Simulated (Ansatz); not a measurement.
**CoNi2SnS4 (element-swapped structure): how the settings move a single-point run**

How sensitive is a single-point run of CoNi2SnS4 (element-swapped structure) to its settings? A reference run comes first, then four runs with altered input.

Program: Ansatz 0.2.0. Level of theory: reference: DFT r2SCAN, plane waves, PAW, scalar-relativistic, no spin polarisation. These are calculated values, not measurements.

### 1 Starting point

It takes space group I-42m (No. 121, tetragonal). Conventional cell: a = 5.355 Å, b = 5.355 Å, c = 10.707 Å, α = 90.00°, β = 90.00°, γ = 90.00°. Sn (site symmetry -42m) has 4 S at 2.42 Å as nearest neighbours. Around Co (site symmetry -42m) lie 4 S at 2.32 Å. Around S (site symmetry m) lie 2 Ni at 2.27 Å and 1 Co at 2.32 Å and 1 Sn at 2.42 Å. Around Ni (site symmetry -4) lie 4 S at 2.27 Å.

Structure file:

```xyz
8
Lattice="0.0000 5.3546 0.0000 5.3546 0.0000 0.0000 2.6773 2.6773 -5.3536" Properties=species:S:1:pos:R:3 pbc="T T T"
Sn    2.6773    2.6773    0.0000
Co    0.0000    0.0000    0.0000
S     3.9737    3.9737   -3.9274
S     1.2964    4.0583   -1.4262
S     6.7356    6.7356   -3.9274
S     4.0583    1.2964   -1.4262
Ni    2.6773    5.3546   -2.6768
Ni    5.3546    2.6773   -2.6768
```

### 2 The reference run

input.yaml reads:

```yaml
crystal:
  lattice:
    - [0.0, 5.35464899, 0.0]
    - [5.35464899, 0.0, 0.0]
    - [2.67732399, 2.67732399, -5.35355685]
  atoms:
    - { symbol: Sn, position: [0.5, 0.5, 0.0] }
    - { symbol: Co, position: [0.0, 0.0, 0.0] }
    - { symbol: S, position: [0.3753, 0.3753, 0.7336] }
    - { symbol: S, position: [0.6247, 0.1089, 0.2664] }
    - { symbol: S, position: [0.8911, 0.8911, 0.7336] }
    - { symbol: S, position: [0.1089, 0.6247, 0.2664] }
    - { symbol: Ni, position: [0.75, 0.25, 0.5] }
    - { symbol: Ni, position: [0.25, 0.75, 0.5] }
  symmetry: { tolerance: 0.0003 }
kpoints:
  mp_grid: { grid: [4, 4, 4], shift: [0, 0, 0] }
magnetization:
  spin_polarized: false
scf:
  occupations: { method: fermi_dirac, width: 0.1167 }
hamiltonian:
  pseudopotentials: { kind: paw }
  xc: r2scan
basis:
  ecutwfc: 500
output:
  forces: true
  stress: true
  eigenvalues: true
  write_density: true
  write_potential: true
  elf: true
  volumetric_format: npy
```

Started as:

```console
$ ansatz run input.yaml --threads 1 --pin off --max-ram 2560MiB --backend cpu --events-out ev --progress --plain --runs-dir out
```

### 3 Changing settings: chi_scale 0.1, pseudopotentials.source jth, xc_grid 3

input.yaml, as its differences from that of step 2:

```diff
@@ -21,4 +21,5 @@
   occupations: { method: fermi_dirac, width: 0.1167 }
+  initial_density: { chi_scale: 0.1 }
 hamiltonian:
-  pseudopotentials: { kind: paw }
+  pseudopotentials: { kind: paw, source: jth }
   xc: r2scan
@@ -26,2 +27,3 @@
   ecutwfc: 500
+  xc_grid: 3
 output:
@@ -30,5 +32 @@
   eigenvalues: true
-  write_density: true
-  write_potential: true
-  elf: true
-  volumetric_format: npy
```

### 4 Changed: mp_grid.shift [0.5, 0.5, 0.5], dispersion d3bj, hubbard.sites [{species: Co, l: d, u_eff: 5.0}], hubbard.double_counting fll

input.yaml, as its differences from that of step 2:

```diff
@@ -16,3 +16,3 @@
 kpoints:
-  mp_grid: { grid: [4, 4, 4], shift: [0, 0, 0] }
+  mp_grid: { grid: [4, 4, 4], shift: [0.5, 0.5, 0.5] }
 magnetization:
@@ -24,2 +24,4 @@
   xc: r2scan
+  dispersion: d3bj
+  hubbard: { sites: [{ species: Co, l: d, u_eff: 5.0 }], double_counting: fll }
 basis:
@@ -30,5 +32 @@
   eigenvalues: true
-  write_density: true
-  write_potential: true
-  elf: true
-  volumetric_format: npy
```

### 5 The same system, input altered

input.yaml, as its differences from that of step 2:

```diff
@@ -16,3 +16,3 @@
 kpoints:
-  mp_grid: { grid: [4, 4, 4], shift: [0, 0, 0] }
+  mp_grid: { grid: [1, 1, 1], shift: [0, 0, 0] }
 magnetization:
@@ -21,2 +21,3 @@
   occupations: { method: fermi_dirac, width: 0.1167 }
+  n_extra_bands: 16
 hamiltonian:
@@ -30,5 +31 @@
   eigenvalues: true
-  write_density: true
-  write_potential: true
-  elf: true
-  volumetric_format: npy
```

### 7 Changing settings: chi_scale 0.3, scf.algorithm direct_min

input.yaml, as its differences from that of step 2:

```diff
@@ -21,2 +21,4 @@
   occupations: { method: fermi_dirac, width: 0.1167 }
+  initial_density: { chi_scale: 0.3 }
+  algorithm: direct_min
 hamiltonian:
```

(Steps that only read results are left out.)

What does the calculation give? Wanted: for each run, ending; energy change; pressure; gap; force.

As calculated:

| run | ending | energy change | pressure (GPa) | gap (eV) | force (eV/Å) | cycles | time |
| --- | --- | --- | --- | --- | --- | --- | --- |
| reference | converged | 0 | -5.6 | 0.00 | 1.42 | 10 | 35 s |
| 1: chi_scale 0.1, pseudopotentials.source jth, xc_grid 3 | converged | not comparable | -5.3 | 0.00 | 1.42 | 20 | 39 s |
| 2: mp_grid.shift [0.5, 0.5, 0.5], dispersion d3bj, hubbard.sites [{species: Co, l: d, u_eff: 5.0}], hubbard.double_counting fll | converged | +220.1 meV/atom (U changed: no physical gain or loss) (offset of the dispersion model) | -3.0 | 0.00 | 1.06 | 23 | 69 s |
| 3: mp_grid.grid [1, 1, 1], n_extra_bands 16 | converged | -243.8 meV/atom | -9.9 | 0.00 | 3.03 | 11 | 11 s |
| 4: chi_scale 0.3, scf.algorithm direct_min | converged | 0.0 meV/atom | -5.6 | 0.00 | 1.42 | 8 | 3.2 min |

Times don't compare one to one where runs were asked for different outputs or read a saved state (see the inputs); cycles may leave out searches for a lower state.

Residual by cycle in the longest SCF loop of each run; runs are numbered as in the table. The quantity is the density residual dr2, in eV.

| cycle | reference | run 1 | run 2 | run 3 | run 4 |
| --- | --- | --- | --- | --- | --- |
| 1 | 2.02 | 76.8 | 99.4 | 1.24 | 208 |
| 3 | 0.315 | 22.1 | 36.3 | 0.2 | 0.756 |
| 5 | 0.00919 | 418 | 0.671 | 0.00407 | 2.3e-4 |
| 7 | 3.8e-4 | 0.308 | 3.57 | 4.1e-4 | 1.7e-7 |
| 9 | 3.4e-6 | 0.131 | 1.68 | 2.3e-6 | - |
| 11 | - | 5.3e-4 | 0.215 | 4.3e-8 | - |
| 13 | - | 6.8e-4 | 0.519 | - | - |
| 15 | - | 8.2e-5 | 0.0375 | - | - |
| 17 | - | 1.9e-7 | 5.8e-4 | - | - |
| 19 | - | 1.1e-6 | 1.9e-5 | - | - |
| 21 | - | - | 1.1e-6 | - | - |
| 23 | - | - | 1.6e-8 | - | - |

What this shows: Of the converged runs whose energies compare with the reference's, «mp_grid.grid [1, 1, 1], n_extra_bands 16» moves the energy most (-243.8 meV/atom). Run 1 ran under the cutoff that the potentials recommend, as the log warns, so basis error is mixed into its values, and swamps them where the cutoff is far short. A changed U is a change of model: its shifts are not errors of convergence. The reference has no spin polarisation; with Co and Ni present, a magnetic state may lie lower.

The reference is no final answer either: its mesh is coarse for a cell with so small a gap or none; the structure is made up and not relaxed.
